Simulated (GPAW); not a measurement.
# GaF (Pm-3m) in GPAW: settings compared

One crystal, GaF, is run at these levels: RPBE, RPBE+D3, RPBE+D3(BJ), RPBE+D3(BJ)+ATM, RPBE+D4; tasks: relaxation of cell and atoms.

Everything below comes from runs of GPAW 26.7.0. Logs are shortened: lines on timing, memory, paths and dates and some standing lists are left out, and cuts for length are marked. The log counts tension as positive stress, the text compression.

## Step 1: The crystal as given

It takes space group Pm-3m (No. 221, cubic). Conventional cell: a = 3.166 Å, b = 3.166 Å, c = 3.166 Å, α = 90.00°, β = 90.00°, γ = 90.00°. Ga (site symmetry m-3m) has 8 F at 2.74 Å as nearest neighbours. F (site symmetry m-3m) is surrounded by 8 Ga at 2.74 Å.

The cell was built by a generator and needn't be a form met in nature.

## Step 2: Relaxation of cell and atoms, RPBE

The input, run.py:

```python
from ase import Atoms
from ase.filters import FrechetCellFilter
from ase.io import write
from ase.optimize import BFGS
from gpaw import GPAW, PW

atoms = Atoms(['Ga', 'F'],
              cell=[[3.16592, 0.0, 0.0],
                    [0.0, 3.16592, 0.0],
                    [0.0, 0.0, 3.16592]],
              scaled_positions=[[0.0, 0.0, 0.0],
                                [0.5, 0.5, 0.5]],
              pbc=True)

calc = GPAW(mode=PW(800),
            xc='RPBE',
            kpts={'size': (8, 8, 8), 'gamma': True},
            occupations={'name': 'fermi-dirac', 'width': 0.05},
            nbands=13,
            convergence={'density': 1e-05, 'forces': 0.0001},
            maxiter=150,
            txt='gpaw.txt')
atoms.calc = calc
opt = BFGS(FrechetCellFilter(atoms), trajectory='relax.traj', logfile='-')
done = opt.run(fmax=0.02, steps=60)
calc.write('gs.gpw')
write('result.traj', atoms)
print('Converged:', done)
print('Cell:', atoms.cell.cellpar().round(4))
print('Volume:', round(atoms.get_volume(), 4))
print(atoms.get_scaled_positions().round(5))
```

Potentials or basis: the program's PAW data sets (release 1.2.1) made for this functional, pw.

Started as:

```sh
OMP_NUM_THREADS=1 python run.py
```

gpaw.txt:

```text
__  _  _
 | _ |_)|_||  |
 |__||  | ||/\| - 26.7.0

Input parameters:
  mode=PW(ecut=800.0),
  convergence={'density': 1e-05, 'forces': 0.0001},
  kpts=MonkhorstPack(size=(8, 8, 8), gamma=True),
  maxiter=150,
  nbands=13,
  occupations=Occupations(name='fermi-dirac', width=0.05),
  xc=XC(name='RPBE')

Diagonalizing LCAO Hamiltonian
Converting LCAO to pw mode
   .-------.
  /|       |
 * |       |
 | |  F    |
 | .-------.
 |/       /
 Ga------*

Atoms  # Å, Bohr magnetons
|   | symbol |        x |        y |        z |    initial magnetic moments |
|---|--------|----------|----------|----------|-----------------------------|
| 0 |     Ga | 0.000000 | 0.000000 | 0.000000 | ( 0.0000,  0.0000,  0.0000) |
| 1 |      F | 1.582960 | 1.582960 | 1.582960 | ( 0.0000,  0.0000,  0.0000) |

Unit cell  # Å
| periodic |        x |        y |        z |  lengths |    angles |
|----------|----------|----------|----------|----------|-----------|
|      yes | 3.165920 | 0.000000 | 0.000000 | 3.165920 | 90.000000 |
|      yes | 0.000000 | 3.165920 | 0.000000 | 3.165920 | 90.000000 |
|      yes | 0.000000 | 0.000000 | 3.165920 | 3.165920 | 90.000000 |

Number of symmetries: 48
Symmetry operations  # r_c * U_cc + t_c -> r_c
|    | kind |            matrix            |
|----|------|------------------------------|
|  0 |  E   |  1, 0, 0,  0, 1, 0,  0, 0, 1 |
|  1 |  σ   |  1, 0, 0,  0, 1, 0,  0, 0,-1 |
|  2 |  σ   |  1, 0, 0,  0, 0, 1,  0, 1, 0 |
|  3 |  C4  |  1, 0, 0,  0, 0, 1,  0,-1, 0 |
|  4 |  C4  |  1, 0, 0,  0, 0,-1,  0, 1, 0 |
|  5 |  σ   |  1, 0, 0,  0, 0,-1,  0,-1, 0 |
|  6 |  σ   |  1, 0, 0,  0,-1, 0,  0, 0, 1 |
|  7 |  C2  |  1, 0, 0,  0,-1, 0,  0, 0,-1 |
|  8 |  σ   |  0, 1, 0,  1, 0, 0,  0, 0, 1 |
|  9 |  C2  |  0, 1, 0,  1, 0, 0,  0, 0,-1 |
| 10 |  C3  |  0, 1, 0,  0, 0, 1,  1, 0, 0 |
| 11 |  S6  |  0, 1, 0,  0, 0, 1, -1, 0, 0 |
| 12 |  S6  |  0, 1, 0,  0, 0,-1,  1, 0, 0 |
| 13 |  C3  |  0, 1, 0,  0, 0,-1, -1, 0, 0 |
[... 167 lines left out ...]
SCF iterations
|iter     | |      energy | eigst |  dens |force |
|---------|-|-------------|-------|-------|------|
|iter:   1| |   -7.728584 | -0.56 |       |      |
|iter:   2| |   -7.480995 | -2.19 | -0.93 |      |
|iter:   3| |   -6.856817 | -0.69 | -0.98 |      |
|iter:   4| |   -6.842999 | -2.41 | -1.46 |      |
|iter:   5| |   -6.840420 | -3.15 | -1.70 |      |
|iter:   6| |   -6.840413c| -4.90 | -2.51 |      |
|iter:   7| |   -6.840493c| -4.90 | -2.80 |      |
|iter:   8| |   -6.840491c| -6.56 | -3.72 |      |
|iter:   9| |   -6.840491c| -8.08c| -4.42 |      |
|iter:  10| |   -6.840491c| -8.27c| -5.03c|      |
|iter:  11| |   -6.840491c| -9.45c| -5.91c|-23.67c|

Converged in 11 steps
Energy contributions relative to reference atoms: (reference = -55607.007378)

Energy contributions:
  Kinetic:           9.581070
  Coulomb:          -9.546872
  Zero:              0.096018
  External:          0.000000
  Xc:               -6.970660
  Entropy:          -0.000093
  Spinorbit:         0.000000
  ----------------------------
  Free energy:      -6.840538
  Extrapolated:     -6.840491
[... 28 lines left out ...]
Stress tensor  # eV/Ang^3
|         x |         y |         z |
|-----------|-----------|-----------|
| -0.007375 |  0.000000 |  0.000000 |
|  0.000000 | -0.007375 |  0.000000 |
|  0.000000 |  0.000000 | -0.007375 |

Forces  # eV/Ang
|        x |        y |        z |
|----------|----------|----------|
| -0.00000 | -0.00000 | -0.00000 |  # Ga   0
| -0.00000 | -0.00000 | -0.00000 |  # F    1

Interpolating wave functions to new cell
   .-------.
  /|       |
 * |       |
 | |  F    |
 | .-------.
 |/       /
 Ga------*

Atoms  # Å, Bohr magnetons
|   | symbol |         x |         y |         z |    initial magnetic moments |
|---|--------|-----------|-----------|-----------|-----------------------------|
| 0 |     Ga | -0.000000 | -0.000000 | -0.000000 | ( 0.0000,  0.0000,  0.0000) |
| 1 |      F |  1.584284 |  1.584284 |  1.584284 | ( 0.0000,  0.0000,  0.0000) |

Unit cell  # Å
| periodic |        x |        y |        z |  lengths |    angles |
|----------|----------|----------|----------|----------|-----------|
|      yes | 3.168567 | 0.000000 | 0.000000 | 3.168567 | 90.000000 |
|      yes | 0.000000 | 3.168567 | 0.000000 | 3.168567 | 90.000000 |
|      yes | 0.000000 | 0.000000 | 3.168567 | 3.168567 | 90.000000 |

Number of symmetries: 48
Symmetry operations  # r_c * U_cc + t_c -> r_c
|    | kind |            matrix            |
|----|------|------------------------------|
|  0 |  E   |  1, 0, 0,  0, 1, 0,  0, 0, 1 |
|  1 |  σ   |  1, 0, 0,  0, 1, 0,  0, 0,-1 |
|  2 |  σ   |  1, 0, 0,  0, 0, 1,  0, 1, 0 |
|  3 |  C4  |  1, 0, 0,  0, 0, 1,  0,-1, 0 |
|  4 |  C4  |  1, 0, 0,  0, 0,-1,  0, 1, 0 |
|  5 |  σ   |  1, 0, 0,  0, 0,-1,  0,-1, 0 |
|  6 |  σ   |  1, 0, 0,  0,-1, 0,  0, 0, 1 |
|  7 |  C2  |  1, 0, 0,  0,-1, 0,  0, 0,-1 |
|  8 |  σ   |  0, 1, 0,  1, 0, 0,  0, 0, 1 |
|  9 |  C2  |  0, 1, 0,  1, 0, 0,  0, 0,-1 |
| 10 |  C3  |  0, 1, 0,  0, 0, 1,  1, 0, 0 |
| 11 |  S6  |  0, 1, 0,  0, 0, 1, -1, 0, 0 |
| 12 |  S6  |  0, 1, 0,  0, 0,-1,  1, 0, 0 |
| 13 |  C3  |  0, 1, 0,  0, 0,-1, -1, 0, 0 |
[... 167 lines left out ...]
SCF iterations
|iter     | |      energy | eigst |  dens |force |
|---------|-|-------------|-------|-------|------|
|iter:   1| |   -6.842147 | -2.40 |       |      |
|iter:   2| |   -6.841937 | -5.02 | -2.47 |      |
|iter:   3| |   -6.841515c| -3.76 | -2.54 |      |
|iter:   4| |   -6.841511c| -6.19 | -3.28 |      |
|iter:   5| |   -6.841511c| -6.09 | -3.51 |      |
|iter:   6| |   -6.841511c| -8.22c| -4.31 |      |
|iter:   7| |   -6.841511c| -7.91c| -4.70 |      |
|iter:   8| |   -6.841511c| -9.02c| -5.71c|      |
|iter:   9| |   -6.841511c|-10.03c| -6.08c|-24.85c|

Converged in 9 steps
Energy contributions relative to reference atoms: (reference = -55607.007378)

Energy contributions:
  Kinetic:           9.482883
  Coulomb:          -9.469060
  Zero:              0.096092
  External:          0.000000
  Xc:               -6.951385
  Entropy:          -0.000081
  Spinorbit:         0.000000
  ----------------------------
  Free energy:      -6.841551
  Extrapolated:     -6.841511
[... 28 lines left out ...]
Stress tensor  # eV/Ang^3
|         x |         y |         z |
|-----------|-----------|-----------|
| -0.006681 |  0.000000 |  0.000000 |
|  0.000000 | -0.006681 |  0.000000 |
|  0.000000 |  0.000000 | -0.006681 |

Forces  # eV/Ang
|        x |       y |        z |
|----------|---------|----------|
|  0.00000 | 0.00000 | -0.00000 |  # Ga   0
| -0.00000 | 0.00000 | -0.00000 |  # F    1

Interpolating wave functions to new cell

            F

       Ga

Atoms  # Å, Bohr magnetons
|   | symbol |         x |         y |        z |    initial magnetic moments |
|---|--------|-----------|-----------|----------|-----------------------------|
| 0 |     Ga | -0.000000 | -0.000000 | 0.000000 | ( 0.0000,  0.0000,  0.0000) |
| 1 |      F |  1.597430 |  1.597430 | 1.597430 | ( 0.0000,  0.0000,  0.0000) |

Unit cell  # Å
| periodic |         x |         y |        z |  lengths |    angles |
|----------|-----------|-----------|----------|----------|-----------|
|      yes |  3.194861 | -0.000000 | 0.000000 | 3.194861 | 90.000000 |
|      yes |  0.000000 |  3.194861 | 0.000000 | 3.194861 | 90.000000 |
|      yes | -0.000000 |  0.000000 | 3.194861 | 3.194861 | 90.000000 |

Number of symmetries: 48
Symmetry operations  # r_c * U_cc + t_c -> r_c
|    | kind |            matrix            |
|----|------|------------------------------|
|  0 |  E   |  1, 0, 0,  0, 1, 0,  0, 0, 1 |
|  1 |  σ   |  1, 0, 0,  0, 1, 0,  0, 0,-1 |
|  2 |  σ   |  1, 0, 0,  0, 0, 1,  0, 1, 0 |
|  3 |  C4  |  1, 0, 0,  0, 0, 1,  0,-1, 0 |
|  4 |  C4  |  1, 0, 0,  0, 0,-1,  0, 1, 0 |
|  5 |  σ   |  1, 0, 0,  0, 0,-1,  0,-1, 0 |
|  6 |  σ   |  1, 0, 0,  0,-1, 0,  0, 0, 1 |
|  7 |  C2  |  1, 0, 0,  0,-1, 0,  0, 0,-1 |
|  8 |  σ   |  0, 1, 0,  1, 0, 0,  0, 0, 1 |
|  9 |  C2  |  0, 1, 0,  1, 0, 0,  0, 0,-1 |
| 10 |  C3  |  0, 1, 0,  0, 0, 1,  1, 0, 0 |
| 11 |  S6  |  0, 1, 0,  0, 0, 1, -1, 0, 0 |
| 12 |  S6  |  0, 1, 0,  0, 0,-1,  1, 0, 0 |
| 13 |  C3  |  0, 1, 0,  0, 0,-1, -1, 0, 0 |
[... 167 lines left out ...]
SCF iterations
|iter     | |      energy | eigst |  dens |force |
|---------|-|-------------|-------|-------|------|
|iter:   1| |   -6.911627 | -0.60 |       |      |
|iter:   2| |   -6.891479 | -3.04 | -1.47 |      |
|iter:   3| |   -6.849607 | -1.77 | -1.55 |      |
|iter:   4| |   -6.849092 | -4.39 | -2.31 |      |
|iter:   5| |   -6.849022c| -4.08 | -2.52 |      |
|iter:   6| |   -6.849028c| -6.05 | -3.32 |      |
|iter:   7| |   -6.849029c| -6.44 | -3.73 |      |
|iter:   8| |   -6.849029c| -8.09c| -4.73 |      |
|iter:   9| |   -6.849029c| -8.51c| -5.10c|      |
|iter:  10| |   -6.849029c| -9.70c| -6.38c|-24.36c|

Converged in 10 steps
Energy contributions relative to reference atoms: (reference = -55607.007378)

Energy contributions:
  Kinetic:           8.535343
  Coulomb:          -8.715473
  Zero:              0.096440
  External:          0.000000
  Xc:               -6.765330
  Entropy:          -0.000018
  Spinorbit:         0.000000
  ----------------------------
  Free energy:      -6.849038
  Extrapolated:     -6.849029
[... 28 lines left out ...]
Stress tensor  # eV/Ang^3
|         x |         y |         z |
|-----------|-----------|-----------|
| -0.000196 | -0.000000 |  0.000000 |
| -0.000000 | -0.000196 |  0.000000 |
|  0.000000 |  0.000000 | -0.000196 |

Forces  # eV/Ang
|        x |        y |        z |
|----------|----------|----------|
|  0.00000 |  0.00000 |  0.00000 |  # Ga   0
| -0.00000 | -0.00000 | -0.00000 |  # F    1

# Writing to gs.gpw (mode='')
```

Wall time 42 s (1 thread of Arm Neoverse V1, shared host); peak memory 0.18 GiB.

Results:

| Quantity | Value |
| --- | --- |
| Free energy | -6.8490 eV |
| Relaxed volume | 16.31 Å³/atom |
| Relaxed cell | a = 3.195 Å, b = 3.195 Å, c = 3.195 Å, α = 90.00°, β = 90.00°, γ = 90.00° |
| Space group after relaxing (to 0.05 Å) | Pm-3m (No. 221) |
| Energy gained by relaxing | 4.3 meV/atom |
| Ionic steps | 3 |
| Pressure after relaxing | 0.0 GPa |
| Band gap on the k mesh | 0.55 eV, indirect (least direct gap 1.24 eV) |

Step by step:
| step | energy change (eV) | largest force (eV/Å) | pressure (GPa) | volume (Å³) |
| --- | --- | --- | --- | --- |
| 1 | 0.0000 | 0.0000 | 1.18 | 31.73 |
| 2 | -0.0010 | 0.0000 | 1.07 | 31.81 |
| 3 | -0.0085 | 0.0000 | 0.03 | 32.61 |

Final structure:
```cif
data_structure
_symmetry_space_group_name_H-M 'P 1'
_symmetry_Int_Tables_number 1
_cell_length_a 3.1949
_cell_length_b 3.1949
_cell_length_c 3.1949
_cell_angle_alpha 90.000
_cell_angle_beta 90.000
_cell_angle_gamma 90.000
_cell_volume 32.61
loop_
_atom_site_label
_atom_site_type_symbol
_atom_site_fract_x
_atom_site_fract_y
_atom_site_fract_z
_atom_site_occupancy
Ga1 Ga 0.00000 0.00000 0.00000 1
F1 F 0.50000 0.50000 0.50000 1
```

Caveat: the data sets keep Ga 3d, Li 1s and Be 1s frozen, and some such compounds lay over 1.5 % in volume off other programs; later steps reuse the first step's grids.

## Step 3: Relaxation of cell and atoms, RPBE+D3

run.py, as its differences from that of step 2:

```diff
@@ -1,2 +1,3 @@
 from ase import Atoms
+from ase.calculators.mixing import SumCalculator
 from ase.filters import FrechetCellFilter
@@ -4,2 +5,3 @@
 from ase.optimize import BFGS
+from dftd3.ase import DFTD3
 from gpaw import GPAW, PW
@@ -22,3 +24,3 @@
             txt='gpaw.txt')
-atoms.calc = calc
+atoms.calc = SumCalculator([calc, DFTD3(method='rpbe', damping='d3zero')])
 opt = BFGS(FrechetCellFilter(atoms), trajectory='relax.traj', logfile='-')
```

Potentials or basis: the program's PAW data sets (release 1.2.1) made for this functional, pw.

Started as:

```sh
OMP_NUM_THREADS=1 python run.py
```

It took 97 s on 1 thread of Arm Neoverse V1, shared host; peak memory 0.23 GiB.

It converged, with:

- Free energy: -7.4566 eV
- Relaxed volume: 18.98 Å³/atom
- Relaxed cell: a = 3.361 Å, b = 3.361 Å, c = 3.361 Å, α = 90.00°, β = 90.00°, γ = 90.00°
- Space group after relaxing (to 0.05 Å): Pm-3m (No. 221)
- Energy gained by relaxing: 95.1 meV/atom
- Ionic steps: 6
- Pressure after relaxing: 0.0 GPa
- Band gap on the k mesh: 1.63 eV, indirect (least direct gap 1.64 eV)
- Dispersion energy per atom: -0.329 eV

The path:
```
step  energy change (eV)  largest force (eV/Å)  pressure (GPa)  volume (Å³)
   1              0.0000                0.0000           10.30        31.73
   2             -0.0518                0.0000            9.47        32.43
   3             -0.0277                0.0000           -6.62        43.78
   4             -0.1895                0.0000            0.53        37.85
   5             -0.1906                0.0000           -1.10        38.21
   6             -0.1902                0.0000           -0.02        37.97
```

Final structure:
```
Ga F
1.0
     3.36095    0.00000    0.00000
     0.00000    3.36095    0.00000
     0.00000    0.00000    3.36095
Ga F
1 1
Cartesian
  0.0000 0.0000 0.0000
  1.6805 1.6805 1.6805
```

Levels at points of the mesh, in eV from the valence-band top:
```tsv
k point	band 2	band 3	band 4	band 5	band 6	band 7	band 8	band 9
(0.00, 0.00, 0.00)	-4.66	-1.72	-1.72	-1.72	8.26	8.26	8.26	10.44
(0.50, 0.00, 0.00)	-4.86	-1.53	-1.53	-0.01	1.63	8.47	8.47	12.48
(0.50, 0.50, 0.00)	-2.80	-2.80	-1.88	-1.45	4.16	4.16	9.71	9.82
(0.50, 0.50, 0.50)	-2.16	-2.16	-2.16	0.00	3.45	3.45	3.45	12.02
```

Caveat: the data sets keep Ga 3d, Li 1s and Be 1s frozen, and some such compounds lay over 1.5 % in volume off other programs; later steps reuse the first step's grids; the volume moved by over 15 % at a fixed basis, so the end points are rough. As with any semilocal functional, this RPBE gap is likely too small.

## Step 4: Relaxation of cell and atoms, RPBE+D3(BJ)

run.py, as its differences from that of step 3:

```diff
@@ -24,3 +24,3 @@
             txt='gpaw.txt')
-atoms.calc = SumCalculator([calc, DFTD3(method='rpbe', damping='d3zero')])
+atoms.calc = SumCalculator([calc, DFTD3(method='rpbe', damping='d3bj')])
 opt = BFGS(FrechetCellFilter(atoms), trajectory='relax.traj', logfile='-')
```

Potentials or basis: the program's PAW data sets (release 1.2.1) made for this functional, pw.

Started as:

```sh
OMP_NUM_THREADS=1 python run.py
```

gpaw.txt:

```text
__  _  _
 | _ |_)|_||  |
 |__||  | ||/\| - 26.7.0

Input parameters:
  mode=PW(ecut=800.0),
  convergence={'density': 1e-05, 'forces': 0.0001},
  kpts=MonkhorstPack(size=(8, 8, 8), gamma=True),
  maxiter=150,
  nbands=13,
  occupations=Occupations(name='fermi-dirac', width=0.05),
  xc=XC(name='RPBE')

Diagonalizing LCAO Hamiltonian
Converting LCAO to pw mode
   .-------.
  /|       |
 * |       |
 | |  F    |
 | .-------.
 |/       /
 Ga------*

Atoms  # Å, Bohr magnetons
|   | symbol |        x |        y |        z |    initial magnetic moments |
|---|--------|----------|----------|----------|-----------------------------|
[... 1092 lines left out ...]
| 0 |     Ga | 0.000000 | -0.000000 | 0.000000 | ( 0.0000,  0.0000,  0.0000) |
| 1 |      F | 1.610028 |  1.610028 | 1.610028 | ( 0.0000,  0.0000,  0.0000) |

Unit cell  # Å
| periodic |        x |         y |         z |  lengths |    angles |
|----------|----------|-----------|-----------|----------|-----------|
|      yes | 3.220055 | -0.000000 |  0.000000 | 3.220055 | 90.000000 |
|      yes | 0.000000 |  3.220055 | -0.000000 | 3.220055 | 90.000000 |
|      yes | 0.000000 | -0.000000 |  3.220055 | 3.220055 | 90.000000 |

Number of symmetries: 48
Symmetry operations  # r_c * U_cc + t_c -> r_c
|    | kind |            matrix            |
|----|------|------------------------------|
|  0 |  E   |  1, 0, 0,  0, 1, 0,  0, 0, 1 |
|  1 |  σ   |  1, 0, 0,  0, 1, 0,  0, 0,-1 |
|  2 |  σ   |  1, 0, 0,  0, 0, 1,  0, 1, 0 |
|  3 |  C4  |  1, 0, 0,  0, 0, 1,  0,-1, 0 |
|  4 |  C4  |  1, 0, 0,  0, 0,-1,  0, 1, 0 |
|  5 |  σ   |  1, 0, 0,  0, 0,-1,  0,-1, 0 |
|  6 |  σ   |  1, 0, 0,  0,-1, 0,  0, 0, 1 |
|  7 |  C2  |  1, 0, 0,  0,-1, 0,  0, 0,-1 |
|  8 |  σ   |  0, 1, 0,  1, 0, 0,  0, 0, 1 |
[... 220 lines left out ...]
Gap: 0.725 eV
Transition (v -> c):
  (s=0, k=34, n=4, [0.50, 0.50, 0.50]) -> (s=0, k=20, n=5, [0.50, 0.00, 0.00])
Direct/indirect transitions are different
Direct gap: 1.304 eV
Transition at: (s=0, k=20, n=4, [0.50, 0.00, 0.00])

Stress tensor  # eV/Ang^3
|        x |         y |         z |
|----------|-----------|-----------|
| 0.005327 |  0.000000 |  0.000000 |
| 0.000000 |  0.005327 | -0.000000 |
| 0.000000 | -0.000000 |  0.005327 |

Forces  # eV/Ang
|        x |        y |       z |
|----------|----------|---------|
| -0.00000 | -0.00000 | 0.00000 |  # Ga   0
|  0.00000 | -0.00000 | 0.00000 |  # F    1

# Writing to gs.gpw (mode='')
```

It took 74 s on 1 thread of Arm Neoverse V1, shared host; peak memory 0.21 GiB.

What came out:

```yaml
Free_energy: -8.4561 eV
Relaxed_volume: 16.69 Å³/atom
Relaxed_cell: a = 3.220 Å, b = 3.220 Å, c = 3.220 Å, α = 90.00°, β = 90.00°, γ = 90.00°
Space_group_after_relaxing_to_0.05_Å: Pm-3m (No. 221)
Energy_gained_by_relaxing: 108.1 meV/atom
Ionic_steps: 5
Pressure_after_relaxing: -0.1 GPa
Band_gap_on_the_k_mesh: 0.73 eV, indirect (least direct gap 1.30 eV)
Dispersion_energy_per_atom: -0.803 eV
```

Step by step:
```tsv
step	energy change (eV)	largest force (eV/Å)	pressure (GPa)	volume (Å³)
1	0.0000	0.0000	28.57	31.73
2	-0.2141	0.0000	-3.27	33.72
3	-0.2163	0.0000	-1.44	33.49
4	-0.2161	0.0000	0.87	33.32
5	-0.2162	0.0000	-0.10	33.39
```

Final structure:
```
Ga F
1.0
     3.22006    0.00000    0.00000
     0.00000    3.22006    0.00000
     0.00000    0.00000    3.22006
Ga F
1 1
Direct
  0.00000 0.00000 0.00000
  0.50000 0.50000 0.50000
```

Caveat: the data sets keep Ga 3d, Li 1s and Be 1s frozen, and some such compounds lay over 1.5 % in volume off other programs; later steps reuse the first step's grids.

(Part 1 of 2 ends here.)
